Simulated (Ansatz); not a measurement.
# CH₈GeO (built from SMILES C[O][GeH3].[H][H]): search for a transition state

Aim: find the saddle point of a four-centre ligand exchange that is to form Ge1–H8, O2–H7 and break Ge1–O2, H7–H8, prove it by its vibrations, and relax downhill on both sides to see what it joins.

Computed with Ansatz 0.2.0, Gaussian basis. Level: PBE0-D4, def2-SVP first, then def2-TZVP.

152 further runs of the same task are left out: 152 set aside as unsound or not needed.

## (1) The system as given

The guess: 11 atoms, charge 0, spin multiplicity 1.

Atoms are counted from 1 here; the program's logs count them from 0.

Bond lengths: Ge1–O2 2.024 Å, Ge1–H4 1.521 Å, Ge1–H5 1.503 Å, Ge1–H6 1.502 Å, O2–C3 1.416 Å, O2–H7 1.181 Å, C3–H9 1.090 Å, C3–H10 1.092 Å, C3–H11 1.092 Å. Angles: O2–Ge1–H4 88.9°, O2–Ge1–H5 119.0°, O2–Ge1–H6 117.3°, H4–Ge1–H5 104.5°, H4–Ge1–H6 104.8°, H5–Ge1–H6 115.8°, Ge1–O2–C3 138.0°, Ge1–O2–H7 83.7°, C3–O2–H7 138.3°, O2–C3–H9 108.1°, O2–C3–H10 110.3°, O2–C3–H11 109.7°, H9–C3–H10 109.5°, H9–C3–H11 109.3°, H10–C3–H11 109.9°.

As a file:

```xyz
11
CH8GeO
Ge   -0.3907    1.3641    0.5349
O     0.3851   -0.4149   -0.0409
C    -0.0084   -1.5344   -0.8131
H    -1.6492    1.0366   -0.2544
H     0.1300    2.6253   -0.0952
H    -0.8531    1.4866    1.9586
H     1.3184   -0.0661    0.5940
H     1.4130    0.9475    1.1628
H    -0.9270   -1.2766   -1.3397
H    -0.1887   -2.3964   -0.1669
H     0.7706   -1.7717   -1.5402
```

Distances that are to change: Ge1–H8 1.95 Å, O2–H7 1.18 Å, Ge1–O2 2.02 Å, H7–H8 1.17 Å.

## (2) Constrained relaxation of the guess

hold/in.yaml reads:

```yaml
crystal:
  periodic: [false, false, false]
  atoms:
    - {symbol: Ge, position_ang: [-0.390700, 1.364100, 0.534900]}
    - {symbol: O, position_ang: [0.385100, -0.414900, -0.040900]}
    - {symbol: C, position_ang: [-0.008400, -1.534400, -0.813100]}
    - {symbol: H, position_ang: [-1.649200, 1.036600, -0.254400]}
    - {symbol: H, position_ang: [0.130000, 2.625300, -0.095200]}
    - {symbol: H, position_ang: [-0.853100, 1.486600, 1.958600]}
    - {symbol: H, position_ang: [1.318400, -0.066100, 0.594000]}
    - {symbol: H, position_ang: [1.413000, 0.947500, 1.162800]}
    - {symbol: H, position_ang: [-0.927000, -1.276600, -1.339700]}
    - {symbol: H, position_ang: [-0.188700, -2.396400, -0.166900]}
    - {symbol: H, position_ang: [0.770600, -1.771700, -1.540200]}
basis:
  gaussian: {orbitals: def2-SVP}
hamiltonian: {xc: pbe0, dispersion: d4}
relax: {f_tol: 0.04, max_steps: 150, escape_saddle: false, constraints: [{distance: [0, 7]}, {distance: [1, 6]}, {distance: [0, 1]}, {distance: [6, 7]}]}
```

Started as:

```sh
$ ansatz run in.yaml --threads 4 --pin off --events-out ev --progress --plain --max-ram 9574MiB
```

Output:

```text
Functional definition: PBE0
  name "PBE0"
  cite "Adamo & Barone, J. Chem. Phys. 110, 6158 (1999) doi:10.1063/1.478522"
  cite "Perdew, Burke & Ernzerhof, Phys. Rev. Lett. 77, 3865 (1996) doi:10.1103/PhysRevLett.77.3865"
  parent pbe
  parameter a = 0.25
  parameter kappa = 0.804
  parameter beta = 0.06672455060314922
  exchange = (1 - a)*pbe_x(kappa = kappa, mu = beta*pi^2/3) + a*exact_x
  correlation = pbe_c(beta = beta)
1090 factors; integrals over basis functions are off by at most 2.7e-4 eV
mean field evaluation 1: about -59706.3934 eV, gradient 4.0e1 eV
mean field evaluation 2: about -59701.5990 eV, gradient 6.4e1 eV
mean field evaluation 4: about -59709.4857 eV, gradient 2.4e0 eV
mean field evaluation 8: about -59709.5173 eV, gradient 4.8e-2 eV
mean field -59709.51725979 eV, -2194.2842867328 hartree, gradient 1.9e-5 eV, S^2 0.000000; 0 other end points of the search recorded, 0 dependent functions left out
the calculation of the forces begins
reference -59709.51728922 eV, -2194.2842878142 hartree; 27, 27 occupied and 73, 73 virtual orbitals, 1090 factors
relax step   1: F+E_penalty+E_count = -59709.66417824 eV  Δ(F+E_penalty+E_count) = +0.000e0 eV  max|allowed force component| = 6.880e-1 eV/Å  Δτ_max = 0.0000 Å  (24 SCF iters, accepted)
  distance Ge 0 - H 7 held at 1.954776 Å   reaction = +4.3699e-1 eV/Å
  distance O 1 - H 6 held at 1.181443 Å   reaction = +8.1823e-1 eV/Å
  distance Ge 0 - O 1 held at 2.024414 Å   reaction = +5.7162e-1 eV/Å
  distance H 6 - H 7 held at 1.166134 Å   reaction = +4.9666e-1 eV/Å
these checks for a lower state are left out or cut short: starts, cluster_reference, orbital_swaps, neighbouring_geometries, increment
1090 factors; integrals over basis functions are off by at most 2.8e-4 eV
mean field evaluation 16: about -59709.5167 eV, gradient 4.0e0 eV
mean field -59709.56615477 eV, -2194.2860835902 hartree, gradient 9.9e-6 eV, S^2 0.000000; 0 other end points of the search recorded, 0 dependent functions left out
the calculation of the forces begins
reference -59709.56618424 eV, -2194.2860846733 hartree; 27, 27 occupied and 73, 73 virtual orbitals, 1090 factors
relax step   2: F+E_penalty+E_count = -59709.71194059 eV  Δ(F+E_penalty+E_count) = -4.776e-2 eV  max|allowed force component| = 3.720e-1 eV/Å  Δτ_max = 0.0890 Å  (28 SCF iters, accepted)
  distance Ge 0 - H 7 held at 1.954776 Å   reaction = +3.0429e-1 eV/Å
  distance O 1 - H 6 held at 1.181443 Å   reaction = +9.1527e-1 eV/Å
  distance Ge 0 - O 1 held at 2.024414 Å   reaction = +3.0456e-1 eV/Å
  distance H 6 - H 7 held at 1.166134 Å   reaction = +6.0427e-1 eV/Å
these checks for a lower state are left out or cut short: starts, cluster_reference, orbital_swaps, neighbouring_geometries, increment
1090 factors; integrals over basis functions are off by at most 2.9e-4 eV
mean field -59709.57996479 eV, -2194.2865910990 hartree, gradient 1.0e-5 eV, S^2 0.000000; 0 other end points of the search recorded, 0 dependent functions left out
the calculation of the forces begins
reference -59709.57999426 eV, -2194.2865921819 hartree; 27, 27 occupied and 73, 73 virtual orbitals, 1090 factors
relax step   3: F+E_penalty+E_count = -59709.72610326 eV  Δ(F+E_penalty+E_count) = -1.416e-2 eV  max|allowed force component| = 2.032e-1 eV/Å  Δτ_max = 0.0398 Å  (28 SCF iters, accepted)
  distance Ge 0 - H 7 held at 1.954776 Å   reaction = +2.9076e-1 eV/Å
  distance O 1 - H 6 held at 1.181443 Å   reaction = +8.8286e-1 eV/Å
  distance Ge 0 - O 1 held at 2.024414 Å   reaction = +3.0894e-1 eV/Å
  distance H 6 - H 7 held at 1.166134 Å   reaction = +5.7159e-1 eV/Å
these checks for a lower state are left out or cut short: starts, cluster_reference, orbital_swaps, neighbouring_geometries, increment
1090 factors; integrals over basis functions are off by at most 2.9e-4 eV
mean field evaluation 32: about -59709.5805 eV, gradient 1.0e-1 eV
mean field -59709.58052198 eV, -2194.2866115756 hartree, gradient 1.0e-5 eV, S^2 0.000000; 0 other end points of the search recorded, 0 dependent functions left out
the calculation of the forces begins
reference -59709.58055144 eV, -2194.2866126582 hartree; 27, 27 occupied and 73, 73 virtual orbitals, 1090 factors
relax step   4: F+E_penalty+E_count = -59709.72664457 eV  Δ(F+E_penalty+E_count) = -5.413e-4 eV  max|allowed force component| = 1.363e-1 eV/Å  Δτ_max = 0.0125 Å  (29 SCF iters, accepted)
  distance Ge 0 - H 7 held at 1.954776 Å   reaction = +2.8804e-1 eV/Å
  distance O 1 - H 6 held at 1.181443 Å   reaction = +9.8402e-1 eV/Å
  distance Ge 0 - O 1 held at 2.024414 Å   reaction = +3.1886e-1 eV/Å
  distance H 6 - H 7 held at 1.166134 Å   reaction = +5.8525e-1 eV/Å
these checks for a lower state are left out or cut short: starts, cluster_reference, orbital_swaps, neighbouring_geometries, increment
1090 factors; integrals over basis functions are off by at most 2.9e-4 eV
mean field -59709.58134483 eV, -2194.2866418147 hartree, gradient 6.1e-6 eV, S^2 0.000000; 0 other end points of the search recorded, 0 dependent functions left out
the calculation of the forces begins
reference -59709.58137429 eV, -2194.2866428974 hartree; 27, 27 occupied and 73, 73 virtual orbitals, 1090 factors
relax step   5: F+E_penalty+E_count = -59709.72746422 eV  Δ(F+E_penalty+E_count) = -8.197e-4 eV  max|allowed force component| = 3.564e-2 eV/Å  Δτ_max = 0.0134 Å  (22 SCF iters, accepted)
  distance Ge 0 - H 7 held at 1.954776 Å   reaction = +2.8336e-1 eV/Å
  distance O 1 - H 6 held at 1.181443 Å   reaction = +9.8452e-1 eV/Å
  distance Ge 0 - O 1 held at 2.024414 Å   reaction = +3.0808e-1 eV/Å
  distance H 6 - H 7 held at 1.166134 Å   reaction = +5.8446e-1 eV/Å
1090 factors; integrals over basis functions are off by at most 2.9e-4 eV
mean field -59709.58134483 eV, -2194.2866418147 hartree, gradient 6.1e-6 eV, S^2 0.000000; 1 other end points of the search recorded, 0 dependent functions left out
the calculation of the forces begins
reference -59709.58137429 eV, -2194.2866428974 hartree; 27, 27 occupied and 73, 73 virtual orbitals, 1090 factors
Total energy: -59709.72749369 eV, -2194.2920126860 hartree
Atom 0 at    -0.382487     1.372250     0.538849 Å, force     0.368614    -0.346626     0.010736 eV/Å
Atom 1 at     0.360644    -0.413466    -0.058837 Å, force     0.664116     0.584048     0.614240 eV/Å
Atom 2 at    -0.005105    -1.542565    -0.814736 Å, force     0.000758     0.035641     0.013316 eV/Å
Atom 3 at    -1.655300     1.014174    -0.287859 Å, force     0.008336    -0.001023     0.002254 eV/Å
Atom 4 at     0.178853     2.663637    -0.085723 Å, force     0.005864    -0.003412     0.000840 eV/Å
Atom 5 at    -0.845479     1.515427     2.000522 Å, force    -0.008707     0.004329    -0.001755 eV/Å
Atom 6 at     1.275200    -0.042479     0.590597 Å, force    -0.705204     0.184764    -0.218164 eV/Å
Atom 7 at     1.411018     0.948227     1.190533 Å, force    -0.320665    -0.421831    -0.403207 eV/Å
Atom 8 at    -0.950721    -1.326029    -1.334830 Å, force    -0.012636    -0.009111    -0.004415 eV/Å
Atom 9 at    -0.151801    -2.423345    -0.169164 Å, force     0.000016    -0.016796     0.004061 eV/Å
Atom 10 at     0.765179    -1.765831    -1.569452 Å, force    -0.000492    -0.009983    -0.017905 eV/Å
Dipole moment:    -0.097310    -0.345512    -0.230768 e Å
```

Run time: 8.5 s. Hardware: 4 threads of Arm Neoverse V1, shared host.

The steps of the relaxation:

```
step  energy from step 1 (eV)  largest force component (eV/Å)
   1                   0.0000                          0.6880
   2                  -0.0478                          0.3720
   3                  -0.0619                          0.2032
   4                  -0.0625                          0.1363
   5                  -0.0633                          0.0356
```

Distances of close pairs at the start and the end, largest changes first:

```
  bond  before (Å)  after (Å)  change (Å)
Ge1–H4       1.521      1.559      +0.038
Ge1–H6       1.502      1.540      +0.038
Ge1–H5       1.503      1.540      +0.037
 C3–H9       1.090      1.101      +0.011
C3–H11       1.092      1.101      +0.010
C3–H10       1.092      1.102      +0.010
 O2–C3       1.416      1.407      -0.009
Ge1–O2       2.024      2.024      +0.000
```

## (3) A starting Hessian

hessian/in.yaml reads:

```yaml
crystal:
  periodic: [false, false, false]
  atoms:
    - {symbol: Ge, position_ang: [-0.382487, 1.372250, 0.538849]}
    - {symbol: O, position_ang: [0.360644, -0.413466, -0.058837]}
    - {symbol: C, position_ang: [-0.005105, -1.542565, -0.814736]}
    - {symbol: H, position_ang: [-1.655300, 1.014174, -0.287859]}
    - {symbol: H, position_ang: [0.178853, 2.663637, -0.085723]}
    - {symbol: H, position_ang: [-0.845479, 1.515427, 2.000522]}
    - {symbol: H, position_ang: [1.275200, -0.042479, 0.590597]}
    - {symbol: H, position_ang: [1.411018, 0.948227, 1.190533]}
    - {symbol: H, position_ang: [-0.950721, -1.326029, -1.334830]}
    - {symbol: H, position_ang: [-0.151801, -2.423345, -0.169164]}
    - {symbol: H, position_ang: [0.765179, -1.765831, -1.569452]}
basis:
  gaussian: {orbitals: def2-SVP}
hamiltonian: {xc: pbe0, dispersion: d4}
phonons: {}
scf: {lower_state_search: off}
```

Started as:

```sh
$ ansatz run in.yaml --threads 4 --pin off --events-out ev --progress --plain --max-ram 9574MiB
```

Output, shortened:

```text
[... 5 set-up lines as earlier in the session ...]
[...]
1092 factors; integrals over basis functions are off by at most 2.8e-4 eV
[...]
mean field -59709.58134427 eV, -2194.2866417941 hartree, gradient 3.9e-6 eV, S^2 0.000000; 0 other end points of the search recorded, 0 dependent functions left out
[...]
WARN: phonons: modes at or below zero, which the zero-point energy, F, S and C_V leave out: 1, the lowest at -1486.15 cm⁻¹. A minimum has none, and a first-order saddle one
[...]
Atom 9 at    -0.151801    -2.423345    -0.169164 Å, force     0.000028    -0.016797     0.004067 eV/Å
Atom 10 at     0.765179    -1.765831    -1.569452 Å, force    -0.000464    -0.009988    -0.017918 eV/Å
Dipole moment:    -0.097309    -0.345511    -0.230767 e Å
Vibrations: -1486.15 80.83 156.04 217.61 298.72 419.94 695.35 705.85 810.25 872.38 936.54 951.69 1059.73 1157.11 1179.45 1202.06 1436.26 1450.65 1461.39 1480.27 1840.27 2062.01 2138.53 2159.68 3044.03 3143.02 3154.76 cm⁻¹, zero-point energy 2.114823 eV
Checks for a lower state left out: stability, starts, cluster_reference, orbital_swaps, neighbouring_geometries, increment
```

Wall time 60 s (4 threads of Arm Neoverse V1, shared host).

The structure is not stationary yet, so these wavenumbers are no spectrum; the search needs only the force constants.

## (4) Saddle search in the small basis

A small driver takes partitioned rational-function steps: uphill along one mode, downhill along the rest. It calls the program once a step for energy and forces and updates the Hessian by Bofill's formula. It stops when the largest force is under 0.04 eV/Å and the followed curvature is negative. The first step's input:

presaddle/in.yaml reads:

```yaml
crystal:
  periodic: [false, false, false]
  atoms:
    - {symbol: Ge, position_ang: [-0.382487, 1.372250, 0.538849]}
    - {symbol: O, position_ang: [0.360644, -0.413466, -0.058837]}
    - {symbol: C, position_ang: [-0.005105, -1.542565, -0.814736]}
    - {symbol: H, position_ang: [-1.655300, 1.014174, -0.287859]}
    - {symbol: H, position_ang: [0.178853, 2.663637, -0.085723]}
    - {symbol: H, position_ang: [-0.845479, 1.515427, 2.000522]}
    - {symbol: H, position_ang: [1.275200, -0.042479, 0.590597]}
    - {symbol: H, position_ang: [1.411018, 0.948227, 1.190533]}
    - {symbol: H, position_ang: [-0.950721, -1.326029, -1.334830]}
    - {symbol: H, position_ang: [-0.151801, -2.423345, -0.169164]}
    - {symbol: H, position_ang: [0.765179, -1.765831, -1.569452]}
basis:
  gaussian: {orbitals: def2-SVP}
hamiltonian: {xc: pbe0, dispersion: d4}
output: {forces: true}
scf: {lower_state_search: off}
```

Started as:

```sh
$ ansatz run in.yaml --threads 4 --pin off --events-out ev --progress --plain --max-ram 9574MiB
```

The driver's record:

```
step   energy (eV)  largest force (eV/Å)  followed curvature (eV/Å²)
   1  -59709.72747                0.7052                      -11.24
   2  -59709.78023                0.0987                      -11.21
   3  -59709.78372                0.0599                      -11.21
   4  -59709.78853                0.1404                      -11.22
   5  -59709.78877                0.5798                      -11.21
   6  -59709.78474                0.4866                      -11.21
   7  -59709.80717                0.2144                      -11.18
   8  -59709.80729                0.2753                      -11.16
   9  -59709.81207                0.1613                      -11.16
  10  -59709.81291                0.2280                      -11.19
  11  -59709.81361                0.0629                      -11.25
  12  -59709.81397                0.0498                      -11.26
  13  -59709.81413                0.0755                      -11.26
  14  -59709.81424                0.0692                      -11.26
  15  -59709.81426                0.0994                      -11.26
  16  -59709.81437                0.0828                      -11.27
  17  -59709.81446                0.0531                      -11.26
  18  -59709.81451                0.0178                      -11.26
```

The 18 steps took 19 s in all (4 threads of Arm Neoverse V1, shared host).

## (5) Saddle search in triple zeta

The search itself is an outer loop (partitioned rational-function steps, Bofill update of the Hessian). Each step is one single-point run with forces. It stops when the largest force is under 0.01 eV/Å and the followed curvature is negative. The first step's input:

saddle/in.yaml reads:

```yaml
crystal:
  periodic: [false, false, false]
  atoms:
    - {symbol: Ge, position_ang: [-0.356580, 1.308793, 0.487515]}
    - {symbol: O, position_ang: [0.548538, -0.200221, -0.477758]}
    - {symbol: C, position_ang: [-0.013757, -1.465545, -0.746205]}
    - {symbol: H, position_ang: [-1.566935, 1.108156, -0.478397]}
    - {symbol: H, position_ang: [0.168795, 2.730953, 0.233125]}
    - {symbol: H, position_ang: [-0.907676, 1.053527, 1.903356]}
    - {symbol: H, position_ang: [1.260117, 0.058604, 0.402189]}
    - {symbol: H, position_ang: [1.371221, 0.818888, 1.165752]}
    - {symbol: H, position_ang: [-0.986929, -1.334154, -1.243892]}
    - {symbol: H, position_ang: [-0.165292, -2.051559, 0.176678]}
    - {symbol: H, position_ang: [0.648498, -2.027441, -1.422465]}
basis:
  gaussian: {orbitals: def2-TZVP}
hamiltonian: {xc: pbe0, dispersion: d4}
output: {forces: true}
scf: {lower_state_search: off}
```

Started as:

```sh
$ ansatz run in.yaml --threads 4 --pin off --events-out ev --progress --plain --max-ram 9574MiB
```

Step by step:

```
step   energy (eV)  largest force (eV/Å)  followed curvature (eV/Å²)
   1  -59720.62414                0.4045                      -11.26
   2  -59720.62811                0.2010                      -11.24
   3  -59720.63099                0.1776                      -11.25
   4  -59720.61536                0.4160                      -11.22
   5  -59720.63190                0.0943                      -11.21
   6  -59720.62355                0.2540                      -11.22
   7  -59720.63238                0.0484                      -11.22
   8  -59720.62982                0.2395                      -11.21
   9  -59720.63291                0.0239                      -11.23
  10  -59720.63288                0.1057                      -11.25
  11  -59720.63327                0.0739                      -11.28
  12  -59720.63289                0.0777                      -11.29
  13  -59720.63342                0.0183                      -11.29
  14  -59720.63346                0.0024                      -11.29
```

The 14 steps took 22 s in all (4 threads of Arm Neoverse V1, shared host).

The point found:

```
atom    x (Å)    y (Å)    z (Å)
 Ge1  -0.3570   1.2918   0.4662
  O2   0.5726  -0.1670  -0.5458
  C3  -0.0160  -1.4455  -0.7204
  H4  -1.5350   1.1347  -0.5429
  H5   0.1694   2.7242   0.3050
  H6  -0.9371   0.9536   1.8491
  H7   1.2557   0.0599   0.3501
  H8   1.3626   0.7822   1.1628
  H9  -1.0069  -1.3265  -1.1632
 H10  -0.1123  -1.9710   0.2357
 H11   0.6041  -2.0363  -1.3966
```

Followed mode, largest move set to 1: H7 (-0.34, -0.72, -0.61); H8 (-0.34, 0.36, 0.04); Ge1 (0.21, 0.23, 0.26); H4 (0.19, -0.04, 0.10).

## (6) Vibrations at the point found

vib/in.yaml reads:

```yaml
crystal:
  periodic: [false, false, false]
  atoms:
    - {symbol: Ge, position_ang: [-0.357002, 1.291750, 0.466164]}
    - {symbol: O, position_ang: [0.572563, -0.166998, -0.545767]}
    - {symbol: C, position_ang: [-0.016035, -1.445547, -0.720350]}
    - {symbol: H, position_ang: [-1.535005, 1.134675, -0.542902]}
    - {symbol: H, position_ang: [0.169382, 2.724150, 0.304960]}
    - {symbol: H, position_ang: [-0.937133, 0.953571, 1.849072]}
    - {symbol: H, position_ang: [1.255681, 0.059931, 0.350101]}
    - {symbol: H, position_ang: [1.362554, 0.782240, 1.162753]}
    - {symbol: H, position_ang: [-1.006851, -1.326483, -1.163196]}
    - {symbol: H, position_ang: [-0.112262, -1.970998, 0.235709]}
    - {symbol: H, position_ang: [0.604107, -2.036291, -1.396645]}
basis:
  gaussian: {orbitals: def2-TZVP}
hamiltonian: {xc: pbe0, dispersion: d4}
phonons: {temperatures: {t_min: 298.15, t_max: 900, t_step: 200}}
```

Started as:

```sh
$ ansatz run in.yaml --threads 4 --pin off --events-out ev --progress --plain --max-ram 9574MiB
```

Output, shortened:

```text
[... 5 set-up lines as earlier in the session ...]
[...]
1084 factors; their error is unknown
[...]
mean field -59720.48328184 eV, -2194.6872806101 hartree, gradient 5.7e-5 eV, S^2 0.000000; 0 other end points of the search recorded, 0 dependent functions left out
[...]
WARN: phonons: modes at or below zero, which the zero-point energy, F, S and C_V leave out: 1, the lowest at -1306.43 cm⁻¹. A minimum has none, and a first-order saddle one
[...]
Atom 8 at    -1.006851    -1.326483    -1.163196 Å, force    -0.001344    -0.000310    -0.000565 eV/Å
Atom 9 at    -0.112262    -1.970998     0.235709 Å, force     0.000299     0.001707    -0.001587 eV/Å
Atom 10 at     0.604107    -2.036291    -1.396645 Å, force    -0.001810     0.002199     0.002141 eV/Å
Dipole moment:    -0.168281    -0.321471    -0.092433 e Å
Vibrations: -1306.43 105.72 135.64 175.47 226.69 443.41 728.90 749.65 808.91 856.43 941.41 948.30 1044.57 1152.82 1177.12 1318.27 1458.13 1488.31 1498.20 1597.15 1877.36 2049.87 2142.02 2167.21 3033.19 3111.72 3134.65 cm⁻¹, zero-point energy 2.130739 eV
```

Wall time 90 s (4 threads of Arm Neoverse V1, shared host).

The modes, with what each moves most:

```
mode  wavenumber (cm⁻¹)                     character
   1              1306i  changes Ge1–H8, O2–H7, H7–H8
   2                106             torsion with bend
   3                136                       torsion
   4                175             bend with torsion
   5                227             torsion with bend
   6                443                  Ge–O stretch
   7                729             bend with torsion
   8                750                          bend
   9                809             bend with torsion
  10                856                          bend
  11                941             bend with torsion
  12                948             bend with torsion
  13               1045                   C–O stretch
  14               1153                          bend
  15               1177                          bend
  16               1318                          bend
  17               1458                          bend
  18               1488                          bend
  19               1498                          bend
  20               1597        bend with Ge–H stretch
  21               1877         bend with O–H stretch
  22               2050                  Ge–H stretch
  23               2142                  Ge–H stretch
  24               2167                  Ge–H stretch
  25               3033                   C–H stretch
  26               3112                   C–H stretch
  27               3135                   C–H stretch
```

Vibrational sums (real modes only):

```
T (K)  entropy (J/mol/K)  heat capacity (J/mol/K)
  298               53.1                     57.6
  498               92.1                     96.8
  698              129.8                    127.0
  898              164.6                    148.7
```

[end of part 1 of 2]
